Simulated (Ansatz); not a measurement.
# Sn in Ansatz: reference runs

How does Sn come out in PBE? The cell is run as given.

Everything below comes from runs of Ansatz 0.2.0. Logs are shortened: lines on timing, memory, paths and dates and some standing lists are left out, and cuts for length are marked.

### Step 1. The sheet as given

The cell holds a sheet with vacuum, 1 atom: a = 2.967 Å, b = 2.967 Å, c = 23.800 Å, α = 90.00°, β = 90.00°, γ = 90.00°.

The cell was built by a generator and needn't be a form met in nature.

### Step 2. Single point, PBE

File input.yaml:

```yaml
crystal:
  lattice:
    - [2.96705, 0.0, 0.0]
    - [0.0, 2.96703, 0.0]
    - [0.0, 0.0, 23.8]
  atoms:
    - { symbol: Sn, position: [0.0, 0.0, 0.29412] }
kpoints:
  mp_grid: { grid: [9, 9, 1] }
scf:
  occupations: { method: fermi_dirac, width: 0.05 }
hamiltonian:
  xc: pbe
  pseudopotentials: { kind: all_electron, lapw: { basis_error: 0.001 } }
output:
  forces: true
  stress: true
  eigenvalues: true
  populations: true
```

Potentials or basis: all-electron LAPW, scalar-relativistic.

Started as:

```bash
$ ansatz run input.yaml --threads 2 --pin off --max-ram 8192MiB --backend cpu --events-out ev --progress --plain --runs-dir out
```

The program printed:

```text
Warning: 8 symmetry operations that the atoms keep within the bar at which the run's group was sought (crystal.symmetry.tolerance 1.0e-5, or twice it) were not taken beside the 8 unitary ones that the detection took (of a slab, those that keep its plane). If the more symmetric cell is meant, write the vectors of crystal.lattice to more decimals, or, with the positions in fractional coordinates, give it by lengths and angles (which lays the cell in the standard orientation, to which the deck's other Cartesian keys then refer), with the lengths that are meant to be equal typed equal, the angles likewise, and each angle that the symmetry fixes typed at its exact value (of a frozen-density pass: in the run whose state it reads). The detection then takes those 8 too, where the atoms keep them as a group. The lattice (crystal.lattice as typed, or as saved on a frozen-density pass laid at its state's geometry) misses each of them by more than the tolerance, the farthest off changing a squared length by the fraction 1.3e-5. The run does not impose them: its cell is that one, or, where this deck is also told that its lattice was moved onto its group, that cell laid onto the operations that were taken. If the cell is strained on purpose, what lies past the tolerance is rightly left out.
Warning: RAYON_NUM_THREADS=2 ignored (pool sized by the plan → 2); use --threads N
Sn: projections on atomic orbitals take those of the free atom 1s2 2s2 2p6 3s2 3p6 3d10 4s2 4p6 4d10 5s2 5p2, of charge +0.00 (hamiltonian.pseudopotentials.projection_atoms)
LAPW: plane waves up to 7.634 Å⁻¹, error target 1.0e-3 eV per atom; small_component_spin mean_spin; Sn in spheres of 1.484 Å, 22 of its electrons in bands, Dirac shells [] (how accurate: hamiltonian.pseudopotentials.lapw.basis_error, Limitations)
Engine: ansatz 0.2.0, aarch64-unknown-linux-gnu
Pseudopotentials: kind: all_electron
Pseudopotential: Sn, LAPW, valence charge 22, lapw/all_electron/scalar/gaussian/Sn, Koelling and Harmon's equation, gaussian nucleus
Functional definition: PBE
  parameter kappa = 0.804
  parameter beta = 0.06672455060314922
  exchange = pbe_x(kappa = kappa, mu = beta*pi^2/3)
  correlation = pbe_c(beta = beta)
Crystal: 1 atoms, lattice volume = 209.519 Å³
Basis set: ecut = 222.05633174947448 eV, 1533 PW (Γ), exchange–correlation at level 2
Bands: 15, of which v1, the nominal top of the filled ones, is band 11 counted from 1 (10 counted from 0)
Symmetry: 8 space group operations
k-points: 25 of 81
Non-local potential: Sn, projectors of the file, none
Initial density: superposition of atomic densities (neutral atoms: chi_scale 0, normalization atom)
Initial wavefunctions: plane waves of lowest kinetic energy (no species holds an atomic orbital)
Functional: x = pbe(κ = 0.804, μ = 0.2195149727645171), c = pbe(β = 0.06672455060314922)
iter 1 solved again at ethr=1.08e-3 eV; its pass at ethr=1.00e-1 eV (dr2=2.38e-1 eV) is discarded
SCF iter   1: F=—  HF=-168088.924039 eV  |F-HF|=—  |Δ(HF+E_count)|=         —  Δρ=6.58e-3  dr2=2.42e-1  ethr=1.08e-3  ⟨swp⟩=4.1  Hψ=2495  notcnv=0
preconditioner: auto → LDOS  [insulator: Δε(μ)=0.121 eV  Ē_g=8.934 eV  σ=0.050 eV  W_gap=0.54  n_scr=14 (ndim 8)  ℏωp=5.1 eV  f_vac=0.788  D(μ)=0.87/eV (n_scr^D=6)  ε∞_Penn≈1.3  β→1.0]
iter 2 solved again at ethr=8.72e-5 eV; its pass at ethr=1.08e-3 eV (dr2=1.92e-2 eV) is discarded
SCF iter   2: F=—  HF=-168088.841743 eV  |F-HF|=—  |Δ(HF+E_count)|=   8.23e-2  Δρ=2.93e-3  dr2=1.92e-2  ethr=8.72e-5  ⟨swp⟩=2.2  Hψ=2032  notcnv=0
SCF iter   3: F=—  HF=-168088.840832 eV  |F-HF|=—  |Δ(HF+E_count)|=   9.11e-4  Δρ=7.37e-4  dr2=3.13e-3  ethr=8.72e-5  ⟨swp⟩=3.0  Hψ=1149  notcnv=0
SCF iter   4: F=—  HF=-168088.840865 eV  |F-HF|=—  |Δ(HF+E_count)|=         —  Δρ=2.35e-4  dr2=2.71e-4  ethr=1.42e-5  ⟨swp⟩=3.0  Hψ=1135  notcnv=0
the basis was enlarged: its passes take 40.1 KiB over the memory plan, 2 of 2 planned eigensolver slots
SCF iter   5: F=—  HF=-168088.840722 eV  |F-HF|=—  |Δ(HF+E_count)|=   1.43e-4  Δρ=1.39e-4  dr2=3.56e-5  ethr=1.23e-6  ⟨swp⟩=3.0  Hψ=1059  notcnv=0
SCF iter   6: F=—  HF=-168088.840789 eV  |F-HF|=—  |Δ(HF+E_count)|=   6.76e-5  Δρ=3.02e-5  dr2=1.88e-6  ethr=1.62e-7  ⟨swp⟩=3.0  Hψ=1074  notcnv=0
SCF iter   7: F=—  HF=-168088.840797 eV  |F-HF|=—  |Δ(HF+E_count)|=   7.74e-6  Δρ=6.21e-6  dr2=1.39e-7  ethr=8.54e-9  ⟨swp⟩=3.0  Hψ=1066  notcnv=0
SCF iter   8: F=-168088.840798 eV  HF=-168088.840798 eV  |F-HF|=3.11e-9  |Δ(HF+E_count)|=   3.36e-7  Δρ=1.05e-6  dr2=1.71e-9  ethr=6.30e-10  ⟨swp⟩=3.0  Hψ=1073  notcnv=0
SCF 1 converged in 8 iterations: F = -168088.840798 eV  dr2 = 1.71e-9
SCF converged after 8 iterations
Free energy (F): -168088.840798 eV
Harris-Foulkes:  -168088.840798 eV  (|F-HF|=3.11e-9)
Internal energy: -168088.826186 eV  (E = F + TS)
E sigma→0 (E₀):  -168088.833492 eV
Entropy (-TS):   -0.014612 eV (-14.612 meV/atom)
Fermi energy:    -2.001984 eV
--- Per-component energies (eV) ---
  E_band       = -1041.015048
  E_kinetic    = 176783.436414
  E_xc         = -4496.806478
  E_electrostatic = -340375.456122  (all electrons and nuclei)
  E_smearing   = -0.014612  (= −TS)
  E_closure    = 0.000000  (closes the sum)
  E_atoms      = -168085.610346  (free atoms, spherical and without spin; not in F)
  Σ components = -168088.840798   (vs F -168088.840798, Δ=0.00e0)
  Basis errors (estimates in eV, not in F): energy 4.8e-4 per atom: plane waves 4.7e-4 (2.8e-4 summed), levels above the bands 3.4e-47, relativity 4.7e-8, radial functions 1.8e-5, core shells 7.4e-9; eigenvalues (radial functions only) 5.9e-7; not estimated: angular momenta, meshes, grids; target (lapw.basis_error) 1.0e-3; muffin-tin radii Sn 1.484 Å
--- Forces (eV/Å), atoms counted from 1 ---
  atom   1  Sn    -0.00000000     0.00000000     0.00000000
  max |Σ_I F_I| component: 4.93e-32 eV/Å
--- Stress (GPa, compression-positive) ---
        0.211287       0.000000       0.000000
        0.000000       0.211285       0.000000
        0.000000       0.000000       0.000367
  P = ⅓ Tr σ = 0.1410 GPa (1.410 kbar)
--- Band table (eV; the first three rows and the last of 25) ---
  k-point 0: bands = ["-131.2317", "-87.0651", "-86.9832", "-86.9832", "-23.5485", "-23.4092", "-23.1722", "-23.1722", "-23.0456", "-11.5388", "-3.9535", "1.1484", "2.0885", "2.4248", "3.1446"]
  k-point 1: bands = ["-131.2316", "-87.0650", "-86.9846", "-86.9832", "-23.5169", "-23.3894", "-23.1910", "-23.1706", "-23.0613", "-11.3256", "-3.7330", "1.3544", "2.2989", "2.6352", "3.2418"]
  k-point 2: bands = ["-131.2315", "-87.0648", "-86.9879", "-86.9829", "-23.4704", "-23.3051", "-23.2385", "-23.1666", "-23.1005", "-10.6824", "-3.0913", "0.0673", "1.9738", "2.9238", "3.2668"]
  k-point 24: bands = ["-131.2306", "-87.0636", "-86.9935", "-86.9935", "-23.3501", "-23.3060", "-23.3054", "-23.1674", "-22.9085", "-4.9798", "-2.7236", "-2.0237", "1.7700", "2.8605", "5.7616"]
--- Löwdin populations: 1 site ---
  site symbol       q [e]
     0     Sn     49.9648
  spilling = 0.000705 (of n_electrons = 50.000000)
```

Wall time 5.8 s (2 threads of Arm Neoverse V2, shared host); peak memory 0.42 GiB.

What came out:

```
Free energy            : -168088.8408 eV
Band gap on the k mesh : none (metal or under the smearing width)
```
